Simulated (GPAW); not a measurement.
TiSi2:

```
CELL_PARAMETERS angstrom
0.00000 4.11752 4.26290
2.38951 0.00000 4.26290
2.38951 4.11752 0.00000
ATOMIC_POSITIONS crystal
Ti 0.75000 0.75000 0.75000
Ti 0.50000 0.50000 0.50000
Si 0.41257 0.08743 0.41257
Si 0.08743 0.41257 0.08743
Si 0.16257 0.83743 0.16257
Si 0.83743 0.16257 0.83743
```

The cell is a database's computed one.

Base run:

* Program: GPAW 26.7.0
* Functional: LDA
* Potentials or basis: the program's PAW data sets (release 1.2.1) made for this functional
* Cutoff: 600 eV
* Basis: pw
* k mesh: 6 × 6 × 6
* Occupations: fermi-dirac, width 0.05 eV
* Spin: no spin polarisation
* Hubbard terms: Ti d U = 5 eV

Its results: band gap on the k mesh none (metal or under the smearing width); pressure -0.5 GPa; largest force 0.003 eV/Å.

Question: The run is repeated on the same cell with these changes: hubbard terms from Ti d U = 5 eV to Ti d U = 1 eV. What comes out?

Answer: Band gap on the k mesh none (metal or under the smearing width); pressure -3.9 GPa; largest force 0.089 eV/Å.

Caveats: U without spin polarisation on a metal has little footing; the U is typed as a test and isn't derived for this compound.
